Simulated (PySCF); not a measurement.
# H12O6Rh ([Rh(H2O)6]3+): the cost of one run

Programs: PySCF 2.14.0, with routines of our own; each step states its level. All values are computed. Atoms count from 0.

### 1 The starting structure

19 atoms, charge 3, multiplicity 1; geometry from: GFN2-xTB.

### 2 Optimising the geometry at PBE0-D3(BJ)/def2-SVP

What the job is given:

```
{"job": {"xc": "PBE0", "basis": "def2-SVP", "d3": "d3bj", "grid": 1, "maxiter": 30, "shake": 0.03, "kind": "geom"}, "charge": 3, "multiplicity": 1}
Rh     0.042580    -0.082750     0.022140
O     -0.072060     0.088050     2.032970
H     -0.260930     0.978750     2.392730
H      0.743310    -0.318250     2.552140
O     -0.151670    -0.196840    -2.061170
H      0.017450    -1.030980    -2.436480
H      0.146430     0.504130    -2.660970
O      2.081210    -0.012290     0.047560
H      2.497070     0.646820     0.660730
H      2.549700    -0.160630    -0.716230
O     -2.076940     0.049140     0.023730
H     -2.533290    -0.253730     0.789340
H     -2.588090    -0.216740    -0.836260
O     -0.176730     2.043230     0.052280
H     -1.045060     2.357770    -0.024510
H      0.435780     2.640760    -0.500610
O      0.077980    -2.014710     0.010250
H     -0.659700    -2.544530     0.463400
H      0.910190    -2.483760     0.273550
```

Started as:

```
OMP_NUM_THREADS=1 python heavy_run.py task.json out
```

The driver reads the jobs from task.json and runs them one after another.

**Question.** How long does this first job take on 1 thread of Intel Xeon 6975P-C, shared host, and how much memory does it need?

About 4.4 min, with a peak of 0.76 GiB.
